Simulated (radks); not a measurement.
# Ionisation of Ar: one atom, several choices of functional

One table from this session's results is given with a row withheld; the runs are named, their logs left out.

Program: radks (a radial shooting solver on a logarithmic mesh, Libxc functionals) version 1. Level of theory: scalar-relativistic Kohn-Sham, spin-polarised, spherical densities, finite nucleus; open shells are filled with parallel spins first. These are calculated values, not measurements, unless marked.

## What is computed

- element: argon (Z = 18)
- charge: 0
- electrons: 18
- configuration: [Ar]
- ion: Ar⁺, [Ne] 3s2 3p5
- choices: revPBE; LDA (Slater exchange, Perdew-Zunger correlation); exchange-only LDA; B86b exchange with PBE correlation; SCAN; exchange-only PBE; MS2 meta-GGA; BLYP; AM05

Outer shells as boxes (Hund's rule):

Ar
```
[Ne] core
3s [↑↓]
3p [↑↓][↑↓][↑↓]
```

Ar⁺
```
[Ne] core
3s [↑↓]
3p [↑↓][↑↓][↑ ]
```

The first run:

Input:

```text
Z 18
configuration [Ar]
relativity scalar-relativistic
functional pbe_r,pbe
spin polarised
nucleus finite rms 3.4274 fm
c 137.035999084
```

Started as:

```bash
> python run_ks.py task.json out
```

This one command runs every case of the session in turn.

Steps of the session up to this table: revPBE: Ar; revPBE: Ar⁺; LDA (Slater exchange, Perdew-Zunger correlation): Ar; LDA (Slater exchange, Perdew-Zunger correlation): Ar⁺; exchange-only LDA: Ar; exchange-only LDA: Ar⁺; B86b exchange with PBE correlation: Ar; B86b exchange with PBE correlation: Ar⁺; SCAN: Ar; SCAN: Ar⁺; exchange-only PBE: Ar; exchange-only PBE: Ar⁺; MS2 meta-GGA: Ar; MS2 meta-GGA: Ar⁺; BLYP: Ar; BLYP: Ar⁺; AM05: Ar; AM05: Ar⁺.

One of the session's tables, all rows but one given; the rest of the session is left out.

| functional | E(Ar) (hartree) | Δ-SCF (eV) | −ε(HOMO) (eV) | <r> HOMO (bohr) |
| --- | --- | --- | --- | --- |
| revPBE | -529.34173 | 15.757 | 10.230 | 1.663 |
| LDA (Slater exchange, Perdew-Zunger correlation) | -527.80652 | 15.933 | 10.387 | 1.666 |
| exchange-only LDA | -526.38495 | 14.471 | 9.068 | 1.681 |
| B86b exchange with PBE correlation | -529.41320 | 15.820 | 10.292 | 1.663 |
| SCAN | ? | ? | ? | ? |
| exchange-only PBE | -528.52640 | 14.725 | 9.307 | 1.681 |
| MS2 meta-GGA | -529.42666 | 16.059 | 10.594 | 1.656 |
| BLYP | -529.43587 | 15.661 | 10.142 | 1.669 |
| AM05 | -527.94679 | 15.737 | 10.206 | 1.663 |

Estimate the missing values for SCAN.

The run gave: E(Ar) (hartree): -529.48683; Δ-SCF (eV): 16.186; −ε(HOMO) (eV): 10.718; <r> HOMO (bohr): 1.657. In the column «E(Ar) (hartree)» it is the lowest.

Open shells are spherical and high-spin; term and fine-structure splittings are not resolved.
